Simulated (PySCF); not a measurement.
# Br4Mn (MnBr4): the cost of one run

Programs: PySCF 2.14.0, with routines of our own; each step states its level. All values are computed. Atoms count from 0.

### 1 The system as given

5 atoms, charge 0, states of the metal's open shell are computed; geometry from: model start, shaken.

### 2 Optimising the geometry at PBE0-D3(BJ)/def2-SVP

Job settings and geometry (Å):

```
{"job": {"xc": "PBE0", "basis": "def2-SVP", "d3": "d3bj", "grid": 1, "maxiter": 45, "kind": "geom"}, "charge": 0, "metal": "Mn", "open_shell": "d3"}
Mn     0.000020     0.004480    -0.004110
Br     1.297230     1.303760     1.295710
Br    -1.309680    -1.290480     1.303200
Br    -1.319890     1.317930    -1.305230
Br     1.312170    -1.324540    -1.311020
```

Launch:

```console
OMP_NUM_THREADS=1 python lf_run.py task.json out
```

This one command runs all jobs of the session in turn.

Q: Estimate the wall time and peak memory of this first job on 1 thread of Arm Neoverse V1, shared host.

About 21 min, with a peak of 1.1 GiB.
